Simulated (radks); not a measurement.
**Nuclear size and the levels of Ag**

Aim: how the total energy, the levels and the density at the nucleus of Ag respond when the nuclear radius is scaled.

Method: Dirac Kohn-Sham, relativistic LDA (MacDonald-Vosko exchange, VWN5 correlation), spin-unpolarised, spherical densities, finite nucleus. Code: radks (a radial shooting solver on a logarithmic mesh, Libxc functionals) version 1.

## Step 1: The atom as given

* element: silver (Z = 47)
* charge: 0
* electrons: 47
* configuration: [Kr] 4d10 5s1
* nuclear rms radius: 4.5454 fm

Outer shells as boxes (Hund's rule):

Ag
```
[Kr] core
4d [↑↓][↑↓][↑↓][↑↓][↑↓]
5s [↑ ]
```

## Step 2: rms radius 4.5454 fm

The run's settings:

```text
Z 47
configuration [Kr] 4d10 5s1 5p0 6s0
relativity Dirac
functional lda_x_rel,vwn5
spin unpolarised
j_filling average
nucleus finite rms 4.5454 fm
c 137.035999084
```

## Step 3: rms radius 3.6545 fm

Changes since step 2:

```diff
@@ -6,3 +6,3 @@
 j_filling average
-nucleus finite rms 4.5454 fm
+nucleus finite rms 3.6545 fm
 c 137.035999084
```

## Step 4: rms radius 4.2499 fm

Changes since step 3:

```diff
@@ -6,3 +6,3 @@
 j_filling average
-nucleus finite rms 3.6545 fm
+nucleus finite rms 4.2499 fm
 c 137.035999084
```

## Step 5: rms radius 4.7409 fm

Changes since step 4:

```diff
@@ -6,3 +6,3 @@
 j_filling average
-nucleus finite rms 4.2499 fm
+nucleus finite rms 4.7409 fm
 c 137.035999084
```

## Step 6: rms radius 5.4408 fm

Changes since step 5:

```diff
@@ -6,3 +6,3 @@
 j_filling average
-nucleus finite rms 4.7409 fm
+nucleus finite rms 5.4408 fm
 c 137.035999084
```

**Question.** What will these runs give? Wanted: for each run, rms radius; total energy shift; density at nucleus; 1s1/2 shift; 2s1/2 shift; 4s1/2 shift; 4p1/2 shift; 5s1/2 shift.

The runs gave:

```csv
rms radius (fm),total energy shift (eV),density at nucleus (e/bohr³),1s1/2 shift (meV),2s1/2 shift (meV),4s1/2 shift (meV),4p1/2 shift (meV),5s1/2 shift (meV)
3.6545,-0.994,1.484e+05,-416,-46.5,-1.64,0.0994,-0.0886
4.2499,-0.350,1.454e+05,-147,-16.4,-0.580,0.0350,-0.0312
4.5454,0,1.441e+05,0,0,0,0,0
4.7409,0.243,1.433e+05,102,11.4,0.402,-0.0243,0.0217
5.4408,1.18,1.406e+05,496,55.5,1.96,-0.118,0.106
```

What this shows: Shifts are against the first run. Over the range the 1s1/2 level moves by 0.912 eV and the 5s1/2 level by 0.194 meV. A larger nucleus binds the 1s electrons less and lowers the density at its centre. These are shifts of eigenvalues, not the field shifts of spectral lines.
